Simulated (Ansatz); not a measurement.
# Si: the cost of one run

Program: Ansatz 0.2.0. Level of theory: DFT LDA, scalar-relativistic. These are calculated values, not measurements.

**1. The structure to begin with**

The structure is cubic, space group Fd-3m (No. 227). The conventional cell has a = 5.431 Å, b = 5.431 Å, c = 5.431 Å, α = 90.00°, β = 90.00°, γ = 90.00°. Si (site symmetry -43m) has 4 Si at 2.35 Å as nearest neighbours.

Structure file:

```cif
data_structure
_symmetry_space_group_name_H-M 'Fd-3m:1'
_symmetry_Int_Tables_number 227
_cell_length_a 5.4309
_cell_length_b 5.4309
_cell_length_c 5.4309
_cell_angle_alpha 90.000
_cell_angle_beta 90.000
_cell_angle_gamma 90.000
_cell_volume 160.19
loop_
_atom_site_label
_atom_site_type_symbol
_atom_site_symmetry_multiplicity
_atom_site_Wyckoff_symbol
_atom_site_fract_x
_atom_site_fract_y
_atom_site_fract_z
_atom_site_occupancy
Si1 Si 8 a 0.50000 0.00000 0.50000 1
```

The file gives the conventional cell by its symmetry; the runs use the cell typed in the input.

The structure is an experimental refinement, used without relaxation.

Atoms are numbered in the order of the input: Si1, Si2.

**2. All-electron LAPW**

The input, input.yaml:

```yaml
crystal:
  lattice:
    - [0.0, 2.71547, 2.71547]
    - [2.71547, 0.0, 2.71547]
    - [2.71547, 2.71547, 0.0]
  atoms:
    - { symbol: Si, position: [0.5, 0.5, 0.5] }
    - { symbol: Si, position: [0.75, 0.75, 0.75] }
kpoints:
  mp_grid: { grid: [12, 12, 12] }
  band_path:
    path:
      - [0.0, 0.0, 0.0]
      - [0.5, 0.0, 0.5]
      - [0.625, 0.25, 0.625]
      - [0.375, 0.375, 0.75]
      - [0.0, 0.0, 0.0]
      - [0.5, 0.5, 0.5]
      - [0.5, 0.25, 0.75]
      - [0.5, 0.0, 0.5]
    npoints: 14
scf:
  occupations: { method: fermi_dirac, width: 0.08 }
hamiltonian:
  xc: lda
  pseudopotentials: { kind: all_electron, lapw: { basis_error: 0.00025 } }
output:
  forces: true
  stress: true
  eigenvalues: true
  populations: true
  dos: { projected: true, de: 0.2, e_range: [-14, 8] }
```

Started as:

```
ansatz run input.yaml --threads 1 --pin off --max-ram 3072MiB --backend cpu --events-out ev --progress --plain --runs-dir out
```

What time and memory should one allow on 1 thread of Intel Xeon 6975P-C (Granite Rapids), shared host?

About 6.9 s, with a peak of 0.35 GiB.
